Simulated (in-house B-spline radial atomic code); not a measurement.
**N²⁺: density, ELF and screening along the radius**

How do the shells of N²⁺ show in real space, and how much do the settings move them?

Program: in-house B-spline radial atomic code version 1. Level of theory: several methods, spin-polarised, as named in each step; spherical all-electron atom at the radial basis limit. These are calculated values, not measurements, unless marked.

## Step 1: The atom as given

* element: nitrogen (Z = 7)
* charge: +2
* electrons: 5
* configuration: [He] 2s1 2p1 3d1
* nucleus: point (non-relativistic runs) or finite (X2C runs)

The outer shells:

[He] 2s1 2p1 3d1
```
[He] core
2s [↑ ]
2p [↑ ][  ][  ]
3d [↑ ][  ][  ][  ][  ]
```

Where spins are not typed, each open shell is filled with up spins first.

## Step 2: r2SCAN, X2C, [He] 2s1 2p1 3d1

Settings of the run:

```ini
Z = 7
electrons = 5.0
configuration = [He] 2s1 2p1 3d1
hamiltonian = x2c
method = r2scan
spin_polarised = True
nucleus = fermi
rms_radius = 2.5582
mass_number = 14
atomic_mass = 14.00307400425
speed_of_light = 137.035999084
```

On the command line:

```sh
$ python run_scf.py task.json out
```

One command runs all members of the session, one after another, from task.json.

## Step 3: Hartree-Fock, non-rel., [He] 2s2 3s1

Settings of the run:

```ini
Z = 7
electrons = 5.0
configuration = [He] 2s2 3s1
hamiltonian = nr
method = hf
spin_polarised = True
```

## Step 4: PBE, X2C, [He] 2s2 3p1

Settings of the run:

```ini
Z = 7
electrons = 5.0
configuration = [He] 2s2 3p1
hamiltonian = x2c
method = pbe,pbe
spin_polarised = True
nucleus = fermi
rms_radius = 2.5582
mass_number = 14
atomic_mass = 14.00307400425
speed_of_light = 137.035999084
```

## Step 5: r2SCAN, non-rel., [He] 2s1 2p1 3s1

Settings of the run:

```ini
Z = 7
electrons = 5.0
configuration = [He] 2s1 2p1 3s1
hamiltonian = nr
method = r2scan
spin_polarised = True
```

**Question.** How large is the system in each run, where do the shell borders lie, and what is the highest level?

**Answer**, as computed:

| run | total energy (hartree) | highest level (eV) | radius holding 50 / 90 / 99 % (bohr) | radius at n = 0.001 (bohr) | ELF minima on the full grid (bohr) |
| --- | --- | --- | --- | --- | --- |
| r2SCAN, X2C, [He] 2s1 2p1 3d1 | -51.4413 | -11.354 | 0.749 / 3.04 / 5.56 | 4.03 | 0.47, 2.3 |
| Hartree-Fock, non-rel., [He] 2s2 3s1 | -51.8047 | -19.662 | 0.786 / 3.12 / 5.12 | 4.12 | 0.47, 1.9 |
| PBE, X2C, [He] 2s2 3p1 | -51.8080 | -14.851 | 0.778 / 3.21 / 5.34 | 4.17 | 0.48, 1.9 |
| r2SCAN, non-rel., [He] 2s1 2p1 3s1 | -51.6269 | -17.484 | 0.733 / 3.07 / 4.98 | 4.09 | 0.46, 1.9 |

What this shows: In the first run ELF has 2 minima on the grid, which mark the borders between shells. On the record's full grid the screened charge (r times the electrostatic potential) falls from 7.0 near the nucleus to 2.00 at 11 bohr; far out it tends to the net charge, 2. The radius that holds 99 % of the electrons runs from 4.98 bohr (r2SCAN, non-rel., [He] 2s1 2p1 3s1) to 5.56 bohr (r2SCAN, X2C, [He] 2s1 2p1 3d1). The grid is coarse (about 19 % a step), so the places of minima are rough. For X2C runs ELF uses the non-relativistic kinetic energy density, and the fields carry no picture-change correction.
